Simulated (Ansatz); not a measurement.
**C₂H₆F₂GeS: small, medium and large basis sets**

How large a basis does C₂H₆F₂GeS need? Two functionals are run in growing sets.

Method: one geometry, several basis sets; program: Ansatz 0.2.0, Gaussian basis.

The runs, in order: PBE0-D4/def2-SVP; ωB97M-V/def2-SVP; PBE0-D4/def2-QZVPP; ωB97M-V/def2-QZVPP; the functionals' def2-TZVPP values are taken from earlier runs.

## 1. The geometry

The geometry comes from an earlier relaxation with PBE0-D4 in a triple-zeta def2 set; it is a stationary point, not always the lowest conformer.

SMILES `C[S][Ge]([CH3])([F])[F]`, 12 atoms, charge 0, spin multiplicity 1.

Atoms are counted from 1 here; the program's logs count them from 0.

Bond lengths: C1–S2 1.820 Å, C1–H7 1.090 Å, C1–H8 1.089 Å, C1–H9 1.089 Å, S2–Ge3 2.187 Å, Ge3–C4 1.926 Å, Ge3–F5 1.727 Å, Ge3–F6 1.735 Å, C4–H10 1.090 Å, C4–H11 1.090 Å, C4–H12 1.090 Å. Angles: S2–C1–H7 111.8°, S2–C1–H8 111.0°, S2–C1–H9 105.9°, H7–C1–H8 110.5°, H7–C1–H9 108.6°, H8–C1–H9 109.0°, C1–S2–Ge3 98.1°, S2–Ge3–C4 120.1°, S2–Ge3–F5 106.0°, S2–Ge3–F6 108.0°, C4–Ge3–F5 109.2°, C4–Ge3–F6 107.2°, F5–Ge3–F6 105.4°, Ge3–C4–H10 108.8°, Ge3–C4–H11 110.0°, Ge3–C4–H12 109.5°, H10–C4–H11 109.3°, H10–C4–H12 109.8° and more.

## 2. PBE0-D4 in def2-SVP

Contents of in.yaml:

```yaml
crystal:
  periodic: [false, false, false]
  atoms:
    - {symbol: C, position_ang: [-1.377001, -0.436523, 1.592024]}
    - {symbol: S, position_ang: [0.068496, 0.654964, 1.771626]}
    - {symbol: Ge, position_ang: [0.513500, 0.928750, -0.351882]}
    - {symbol: C, position_ang: [1.202758, -0.538779, -1.390831]}
    - {symbol: F, position_ang: [1.617076, 2.254387, -0.440192]}
    - {symbol: F, position_ang: [-0.932520, 1.480086, -1.136994]}
    - {symbol: H, position_ang: [-1.103616, -1.402303, 1.167919]}
    - {symbol: H, position_ang: [-2.151179, 0.037749, 0.991324]}
    - {symbol: H, position_ang: [-1.757454, -0.595045, 2.600478]}
    - {symbol: H, position_ang: [1.328897, -0.209265, -2.422434]}
    - {symbol: H, position_ang: [0.504499, -1.375424, -1.362660]}
    - {symbol: H, position_ang: [2.163443, -0.853694, -0.984177]}
basis:
  gaussian: {orbitals: def2-SVP}
hamiltonian: {xc: pbe0, dispersion: d4}
output: {orbitals: {seedname: orbitals}}
```

After this run come: ωB97M-V in def2-SVP; PBE0-D4 in def2-QZVPP; ωB97M-V in def2-QZVPP.

Before running them: what should the planned runs give, taken together? Wanted: PBE0-D4: double and triple zeta above quadruple; ωB97M-V: double and triple zeta above quadruple.

**Answer**, as computed:

```
                                       quantity           value
PBE0-D4: double and triple zeta above quadruple  22.28, 1.99 eV
ωB97M-V: double and triple zeta above quadruple  22.45, 1.93 eV
```

What this shows: For PBE0-D4 the step from double to triple zeta gains 20.29 eV and the next only 1.99 eV. Total energies overstate the basis error of differences, where much of it tends to cancel. The LUMO of ωB97M-V is positive and keeps falling with the basis (2.05 to 1.10 eV): an unbound level that the basis holds in place.
